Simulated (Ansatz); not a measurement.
# NaLa: the cost of one run

Computed with Ansatz 0.2.0 through its Python package. Level of theory: DFT PBE, plane waves, PAW.

### 1 Starting point

Symmetry: P-6m2, No. 187, hexagonal system. Conventional cell: a = 3.606 Å, b = 3.606 Å, c = 6.484 Å, α = 90.00°, β = 90.00°, γ = 120.00°. Around Na (site symmetry -6m2) lie 6 Na at 3.61 Å and 6 La at 3.85 Å. La (site symmetry -6m2) is surrounded by 6 La at 3.61 Å and 6 Na at 3.85 Å.

The script holds or builds the structure itself.

### 2 Script

eos_nala.py

```python
"""Equation of state of NaLa."""

import warnings

import ansatz as az
from ase.eos import EquationOfState
from ase.units import GPa
import numpy as np

VECTORS = np.array([
    [3.606251, 0.0, 0.0],
    [-1.803125, 3.123105, 0.0],
    [0.0, 0.0, 6.483782],
])
SITES = [
    ("Na", (0.0, 0.0, 0.0)),
    ("La", (1 / 3, 2 / 3, 0.5)),
]


def build(cell):
    crystal = az.Crystal(lattice=az.Lattice.of(cell))
    for symbol, position in SITES:
        crystal = crystal.atom(symbol, position)
    return crystal

warnings.simplefilter("ignore", az.DeckWarning)

# scale the volume, keep shape and fractions
volumes, energies = [], []
for scale in np.linspace(0.94, 1.06, 7):
    cell = VECTORS * scale ** (1 / 3)
    calculation = (
        build(cell).calculation()
        .functional("pbe")
        .pseudopotentials("paw")
        .occupations(az.OccupationsMethod.FERMI_DIRAC, width=100 * az.meV)
        .basis(500)
        .kpoints(7, 7, 4)
    )
    data = calculation.run(threads=1, backend="cpu").report
    volumes.append(abs(np.linalg.det(cell)) / len(SITES))
    energies.append(data["free_energy_ev"] / len(SITES))
    print(f"V = {volumes[-1]:8.4f} A^3/atom  F = {energies[-1]:.5f} eV/atom")

eos = EquationOfState(volumes, energies, eos="murnaghan")
v0, e0, bulk = eos.fit()
print(f"V0 = {v0:.4f} A^3/atom, E0 = {e0:.5f} eV/atom, B = {bulk / GPa:.1f} GPa")
eos.plot("eos.png")
```

### 3 The input behind the calls

The engine receives this input (first run):

```yaml
crystal:
  lattice:
    - [3.532633384141602, 0.0, 0.0]
    - [-1.766316202277747, 3.0593502740601135, 0.0]
    - [0.0, 0.0, 6.351422779140001]
  atoms:
    - { symbol: Na, position: [0.0, 0.0, 0.0] }
    - { symbol: La, position: [0.3333333333333333, 0.6666666666666666, 0.5] }
basis:
  ecutwfc: 500.0
kpoints:
  mp_grid:
    grid: [7, 7, 4]
hamiltonian:
  xc: pbe
  pseudopotentials:
    kind: paw
scf:
  occupations:
    method: fermi_dirac
    width: 0.1
```

### 4 The run

Command:

```
$ python eos_nala.py
```

Q: Estimate wall time and peak memory on 1 thread of Intel Xeon Platinum 8259CL at 2.50GHz (Skylake/Cascade Lake), shared host.

About 20 s, with a peak of 0.45 GiB.
